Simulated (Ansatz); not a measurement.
# SiF (Pm-3m) in Ansatz: reference runs

How does SiF come out in PBE? The cell is run as given and disturbed.

Everything below comes from runs of Ansatz 0.2.0. Logs are shortened: lines on timing, memory, paths and dates and some standing lists are left out, and cuts for length are marked.

### 1 The structure

The structure is cubic, space group Pm-3m (No. 221). Conventional cell: a = 3.029 Å, b = 3.029 Å, c = 3.029 Å, α = 90.00°, β = 90.00°, γ = 90.00°. Si (site symmetry m-3m) has 8 F at 2.62 Å as nearest neighbours. F (site symmetry m-3m) has 8 Si at 2.62 Å as nearest neighbours.

The cell was built by a generator and needn't be a form met in nature.

### 2 Single point, PBE

input.yaml reads:

```yaml
crystal:
  lattice:
    - [3.0286, 0.0, 0.0]
    - [0.0, 3.0286, 0.0]
    - [0.0, 0.0, 3.0286]
  atoms:
    - { symbol: Si, position: [0.5, 0.5, 0.5] }
    - { symbol: F, position: [0.0, 0.0, 0.0] }
hamiltonian:
  xc: pbe
  pseudopotentials: { kind: paw }
kpoints:
  mp_grid: { grid: [9, 9, 9] }
scf:
  occupations: { method: fermi_dirac, width: 0.05 }
output:
  forces: true
  stress: true
  eigenvalues: true
```

Potentials or basis: Ansatz PAW.

Command:

```bash
$ ansatz run input.yaml --threads 2 --pin off --max-ram 5632MiB --backend cpu --events-out ev --progress --plain --runs-dir out
```

Standard output:

```text
Warning: RAYON_NUM_THREADS=2 ignored (pool sized by the plan → 2); use --threads N
Engine: ansatz 0.2.0, x86_64-unknown-linux-gnu
Pseudopotentials: kind: paw
Pseudopotential: Si, paw, valence charge 4, recommended cutoff 420 eV (normal), Si.paw.azcp
Pseudopotential: F, paw, valence charge 7, recommended cutoff 420 eV (normal), F.paw.azcp
Functional definition: PBE
  parameter kappa = 0.804
  parameter beta = 0.06672455060314922
  exchange = pbe_x(kappa = kappa, mu = beta*pi^2/3)
  correlation = pbe_c(beta = beta)
Crystal: 2 atoms, lattice volume = 27.780 Å³
Basis set: ecut = 420 eV, 515 PW (Γ), exchange–correlation on 48×48×48 points (8 copies of the dense FFT grid, shifted against one another)
Bands: 10, of which v1, the nominal top of the filled ones, is band 6 counted from 1 (5 counted from 0)
Symmetry: 48 space group operations
Space group: Pm-3m (ITA 221), of the structure as read, at distance tolerance 3.0e-5 Å
k-points: 35 of 729
Non-local potential: Si, projectors of the file, l = 0: 2, l = 1: 2, l = 2: 2
Non-local potential: F, projectors of the file, l = 0: 2, l = 1: 2, l = 2: 1
PAW form: soft (Blöchl's): semilocal exchange-correlation on the pseudo side does not see the compensation charge
PAW one-centre angular grid: Si, 110 points (default); XC on 64 Gauss nodes
PAW one-centre angular grid: F, 110 points (default); XC on 64 Gauss nodes
Initial density: superposition of atomic densities (neutral atoms: chi_scale 0, normalization atom), corrected by the library's trained network
Initial wavefunctions: pseudopotential atomic-orbital guess
Functional: x = pbe(κ = 0.804, μ = 0.2195149727645171), c = pbe(β = 0.06672455060314922)
SCF iter   1: F=—  HF=-1441.920315 eV  |F-HF|=—  |Δ(HF+E_count)|=         —  Δρ=6.04e-3  dr2=1.01e-2  ethr=1.77e-3  ⟨swp⟩=7.5  Hψ=2395  notcnv=0
preconditioner: auto → none  [metal: Δε(μ)=0.077 eV  Ē_g=11.113 eV  σ=0.050 eV  W_gap=0.37  n_scr=6 (ndim 8)  ℏωp=21.1 eV  f_vac=0.000  D(μ)=2.04/eV (n_scr^D=26)  sad-step TF]
SCF iter   2: F=—  HF=-1441.919782 eV  |F-HF|=—  |Δ(HF+E_count)|=   5.33e-4  Δρ=3.80e-3  dr2=4.68e-3  ethr=9.18e-5  ⟨swp⟩=1.1  Hψ=633  notcnv=0  defer=1
SCF iter   3: F=—  HF=-1441.919050 eV  |F-HF|=—  |Δ(HF+E_count)|=   7.32e-4  Δρ=2.82e-4  dr2=7.80e-6  ethr=4.26e-5  ⟨swp⟩=2.2  Hψ=477  notcnv=0  defer=4
SCF iter   4: F=—  HF=-1441.919047 eV  |F-HF|=—  |Δ(HF+E_count)|=   3.35e-6  Δρ=8.08e-5  dr2=1.55e-6  ethr=7.09e-8  ⟨swp⟩=2.1  Hψ=532  notcnv=0  defer=4
iter 5 did not close the SCF: its close was put off for the readings that it lacked (scf_convergence_deferred on its scf_iter line)
SCF iter   5: F=-1441.919047 eV  HF=-1441.919047 eV  |F-HF|=5.70e-8  |Δ(HF+E_count)|=   1.61e-7  Δρ=1.95e-5  dr2=6.65e-8  ethr=1.41e-8  ⟨swp⟩=2.7  Hψ=536  notcnv=0  defer=4
SCF iter   6: F=-1441.919047 eV  HF=-1441.919047 eV  |F-HF|=4.76e-9  |Δ(HF+E_count)|=   1.09e-8  Δρ=5.38e-6  dr2=5.41e-9  ethr=6.04e-10  ⟨swp⟩=2.9  Hψ=1228  notcnv=0
SCF 1 converged in 6 iterations: F = -1441.919047 eV  dr2 = 5.41e-9
SCF converged after 6 iterations
Free energy (F): -1441.919047 eV
Harris-Foulkes:  -1441.919047 eV  (|F-HF|=4.76e-9)
Internal energy: -1441.901212 eV  (E = F + TS)
E sigma→0 (E₀):  -1441.910129 eV
Entropy (-TS):   -0.017835 eV (-8.917 meV/atom)
Fermi energy:    6.989117 eV
--- Per-component energies (eV) ---
  E_band       = -18.742307
  E_kinetic    = 240.797571
  E_local      = -639.108653  (includes V_loc(G=0)·N_el)
  E_nonlocal   = 99.482639
  E_hartree    = 246.418144
  E_xc         = -133.236076
  E_vxc        = -146.513842  (∫ρ·V_xc dr)
  E_paw        = -711.069276  (= ΣΔE_a)
  E_vpaw       = -66.236079  (= ΣTr[D̂ρ^β])
  E_aug_tail   = 0.002034  (compensation charges beyond the density's cutoff)
  E_ewald      = -545.187596
  E_smearing   = -0.017835  (= −TS)
  E_closure    = -0.000000  (closes the sum)
  Σ components = -1441.919047   (vs F -1441.919047, Δ=0.00e0)
--- Forces (eV/Å), atoms counted from 1 ---
  atom   1  Si    -0.00000000     0.00000000     0.00000000
  atom   2  F     -0.00000000    -0.00000000     0.00000000
  max |Σ_I F_I| component: 1.81e-31 eV/Å
--- Stress (GPa, compression-positive) ---
        0.162152       0.000000       0.000000
        0.000000       0.162152       0.000000
       -0.000000       0.000000       0.162152
  P = ⅓ Tr σ = 0.1622 GPa (1.622 kbar)
--- Band table (eV; the first three rows and the last of 35) ---
  k-point 0: bands = ["-17.1351", "-1.9812", "1.7681", "1.7681", "1.7681", "12.1382", "12.1382", "12.1382", "12.8109", "12.8109"]
  k-point 1: bands = ["-17.1086", "-2.0628", "1.8046", "1.8046", "1.8511", "10.3461", "12.1283", "12.1283", "12.9697", "14.6979"]
  k-point 2: bands = ["-17.0406", "-2.2891", "1.8991", "1.8991", "2.1647", "8.3949", "12.0979", "12.0979", "13.4242", "16.8936"]
  k-point 34: bands = ["-16.6024", "0.7700", "0.9153", "0.9153", "3.5607", "6.2233", "6.2233", "6.9416", "15.9705", "16.1726"]
```

It took 1.1 s on 2 threads of Intel Xeon at 2.50GHz (Skylake/Cascade Lake), shared host; peak memory 0.29 GiB.

Results:

* Free energy: -1441.9190 eV
* Pressure: 0.2 GPa
* Band gap on the k mesh: none (metal or under the smearing width)

Caveat: the pressure holds a Pulay correction of +0.5 GPa for the finite cutoff; an odd number of electrons without spin polarisation forces a metal; a magnetic or distorted state may lie lower.

### 3 Single point, PBE (atoms moved at random, drawn with an rms of 0.05 Å)

Changes to input.yaml since step 2:

```diff
@@ -6,4 +6,4 @@
   atoms:
-    - { symbol: Si, position: [0.5, 0.5, 0.5] }
-    - { symbol: F, position: [0.0, 0.0, 0.0] }
+    - { symbol: Si, position: [0.490546, 0.4926, 0.483629] }
+    - { symbol: F, position: [0.007868, -0.010374, 0.002039] }
 hamiltonian:
@@ -19 +19,5 @@
   eigenvalues: true
+  write_density: true
+  write_potential: true
+  elf: true
+  volumetric_format: npy
```

Potentials or basis: Ansatz PAW.

Command:

```bash
$ ansatz run input.yaml --threads 2 --pin off --max-ram 5632MiB --backend cpu --events-out ev --progress --plain --runs-dir out
```

Standard output:

```text
Warning: RAYON_NUM_THREADS=2 ignored (pool sized by the plan → 2); use --threads N
Engine: ansatz 0.2.0, x86_64-unknown-linux-gnu
Pseudopotentials: kind: paw
Pseudopotential: Si, paw, valence charge 4, recommended cutoff 420 eV (normal), Si.paw.azcp
Pseudopotential: F, paw, valence charge 7, recommended cutoff 420 eV (normal), F.paw.azcp
Functional definition: PBE
  parameter kappa = 0.804
  parameter beta = 0.06672455060314922
  exchange = pbe_x(kappa = kappa, mu = beta*pi^2/3)
  correlation = pbe_c(beta = beta)
Crystal: 2 atoms, lattice volume = 27.780 Å³
Basis set: ecut = 420 eV, 515 PW (Γ), exchange–correlation on 48×48×48 points (8 copies of the dense FFT grid, shifted against one another)
Bands: 10, of which v1, the nominal top of the filled ones, is band 6 counted from 1 (5 counted from 0)
Symmetry: 1 space group operations
Space group: P1 (ITA 1), of the structure as read, at distance tolerance 3.0e-5 Å
k-points: 365 of 729 (time reversal used)
Non-local potential: Si, projectors of the file, l = 0: 2, l = 1: 2, l = 2: 2
Non-local potential: F, projectors of the file, l = 0: 2, l = 1: 2, l = 2: 1
[... 22 lines left out ...]
Fermi energy:    6.996105 eV
--- Per-component energies (eV) ---
  E_band       = -18.818047
  E_kinetic    = 240.831741
  E_local      = -639.420529  (includes V_loc(G=0)·N_el)
  E_nonlocal   = 99.478451
  E_hartree    = 246.530054
  E_xc         = -133.244385
  E_vxc        = -146.525658  (∫ρ·V_xc dr)
  E_paw        = -711.073566  (= ΣΔE_a)
  E_vpaw       = -66.241151  (= ΣTr[D̂ρ^β])
  E_aug_tail   = 0.002032  (compensation charges beyond the density's cutoff)
  E_ewald      = -545.006871
  E_smearing   = -0.018083  (= −TS)
  E_closure    = -0.000000  (closes the sum)
  Σ components = -1441.921157   (vs F -1441.921157, Δ=0.00e0)
--- Forces (eV/Å), atoms counted from 1 ---
  atom   1  Si    -0.03764343     0.00649836    -0.03998122
  atom   2  F      0.03764415    -0.00649784     0.03998169
  max |Σ_I F_I| component: 7.21e-7 eV/Å
--- Stress (GPa, compression-positive) ---
        0.181196       0.025647      -0.156578
        0.025647       0.356660       0.027209
       -0.156578       0.027209       0.157450
  P = ⅓ Tr σ = 0.2318 GPa (2.318 kbar)
--- Band table (eV; the first three rows and the last of 365) ---
  k-point 0: bands = ["-17.1473", "-1.9767", "1.7528", "1.7563", "1.7635", "12.0483", "12.1184", "12.1478", "12.8462", "12.9071"]
  k-point 1: bands = ["-17.1209", "-2.0588", "1.7858", "1.7904", "1.8526", "10.3414", "12.1002", "12.1361", "13.0053", "14.7182"]
  k-point 2: bands = ["-17.0529", "-2.2866", "1.8815", "1.8851", "2.1656", "8.3964", "12.0916", "12.1058", "13.4398", "16.9046"]
  k-point 364: bands = ["-16.8816", "-2.4384", "1.4567", "1.9230", "3.9192", "5.5788", "10.2883", "11.7155", "16.9942", "18.3206"]
```

rho_z.tsv:

```text
# z_ang	rho[e/angstrom^3]
# format = ansatz-planar-average/11
# lattice	3.028600000	0.000000000	0.000000000
# lattice	0.000000000	3.028600000	0.000000000
# lattice	0.000000000	0.000000000	3.028600000
# sites	2
# site	14	1.485667616	1.491888360	1.464718789
# site	9	0.023829025	-0.031418696	0.006175315
0.000000	1.007226e0
0.126192	9.450531e-1
0.252383	7.707666e-1
0.378575	5.615130e-1
0.504767	3.930290e-1
0.630958	2.929466e-1
[... 16 lines left out ...]
2.776217	7.420013e-1
2.902408	9.276734e-1
```

Run time: 12 s. Hardware: 2 threads of Intel Xeon at 2.50GHz (Skylake/Cascade Lake), shared host; peak memory 0.44 GiB.

Results:

```yaml
Free_energy: -1441.9212 eV
Pressure: 0.2 GPa
Largest_force: 0.055 eV/Å
Band_gap_on_the_k_mesh: none (metal or under the smearing width)
```

Forces on the atoms (eV/Å):
```
Si  -0.038  0.006 -0.040
F    0.038 -0.006  0.040
```

Stress tensor (GPa, compression positive):
```
 0.18  0.03 -0.16
 0.03  0.36  0.03
-0.16  0.03  0.16
```

Levels at points of the mesh, in eV from the Fermi level:
```
           k point  band 3  band 4  band 5  band 6  band 7  band 8
(0.00, 0.00, 0.00)   -5.24   -5.24   -5.23    5.05    5.12    5.15
```

Caveat: the pressure holds a Pulay correction of +0.5 GPa for the finite cutoff; an odd number of electrons without spin polarisation forces a metal; a magnetic or distorted state may lie lower.
